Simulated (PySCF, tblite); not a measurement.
**C4H2FNO2S: geometry, infrared bands and NMR shifts**

Aim: predict the infrared bands and NMR shifts of C4H2FNO2S (`O=COc1ncsc1F`).

Computed with tblite 0.8.0 and PySCF 2.14.0, with density-fitted response routines of our own, on a single molecule in the gas phase. Atoms are numbered from 0 throughout.

### Step 1. The molecule as given

11 atoms, charge 0, multiplicity 1; geometry from: force field or distance geometry start.

Bonds of the start (Å): O0–C1 1.23, C1–O2 1.34, O2–C3 1.36, C3–N4 1.39, N4–C5 1.32, C5–S6 1.72, S6–C7 1.70, C7–F8 1.33, C7–C3 1.38, C1–H9 1.10, C5–H10 1.08.

### Step 2. Geometry optimisation with GFN2-xTB

Job settings and geometry (Å):

```
{"job": {"kind": "relax", "xc": "GFN2-xTB", "basis": "xTB"}, "charge": 0, "multiplicity": 1}
O      2.129600     0.146800     1.247000
C      2.213600     0.065300     0.023800
O      1.237000    -0.118100    -0.875200
C     -0.040300    -0.117300    -0.417300
N     -0.911100    -1.166300    -0.683800
C     -2.084600    -0.907400    -0.147600
S     -2.224800     0.599300     0.670400
C     -0.601300     0.930800     0.284500
F      0.028200     2.068400     0.586000
H      3.174800     0.097700    -0.499800
H     -2.915600    -1.596600    -0.214200
```

Launch:

```console
$ OMP_NUM_THREADS=1 python probes_run.py task.json out
```

This one command runs all jobs of the session in turn.

**Question.** This job is followed by: GFN2-xTB harmonic vibrations, gas phase; GIAO PBE0/pcSseg-1 NMR shielding, non-relativistic, gas phase. Predict these results of the whole session: strongest single infrared mode (GFN2-xTB); zero-point energy (GFN2-xTB); 13C shifts against TMS (PBE0/pcSseg-1); 1H shifts against TMS (PBE0/pcSseg-1); 17O shifts against H2O (PBE0/pcSseg-1); 15N shifts against NH3 (PBE0/pcSseg-1); 33S shifts against CS2 (PBE0/pcSseg-1); 19F shifts against CFCl3 (PBE0/pcSseg-1).

**Answer**, as computed:

```
                                 quantity                           value
strongest single infrared mode (GFN2-xTB)           1802 cm⁻¹, 441 km/mol
             zero-point energy (GFN2-xTB)                   36.9 kcal/mol
   13C shifts against TMS (PBE0/pcSseg-1)  163.4, 161.5, 142.0, 139.1 ppm
    1H shifts against TMS (PBE0/pcSseg-1)                  8.17, 7.80 ppm
   17O shifts against H2O (PBE0/pcSseg-1)                450.7, 241.4 ppm
   15N shifts against NH3 (PBE0/pcSseg-1)                       349.8 ppm
   33S shifts against CS2 (PBE0/pcSseg-1)                         248 ppm
 19F shifts against CFCl3 (PBE0/pcSseg-1)                      -153.0 ppm
```

In words: Relaxing lowered the energy by 0.179 eV in 30 steps; the close pair that moved most is O0–C1, from 1.229 to 1.189 Å. No mode is imaginary among the 27: a minimum at this level. The strongest single mode, at 1802 cm⁻¹, moves mainly C1 and O0. GFN2-xTB is a fitted tight-binding method: band positions and strengths are rough. Its intensities can rank the bands wrongly. At PBE0/pcSseg-1: The widest tensor belongs to O0: span 698 ppm, with a paramagnetic part of -516 ppm. NICS(1)zz of -22 ppm above the planar ring from C3 marks a diatropic (aromatic) ring current.
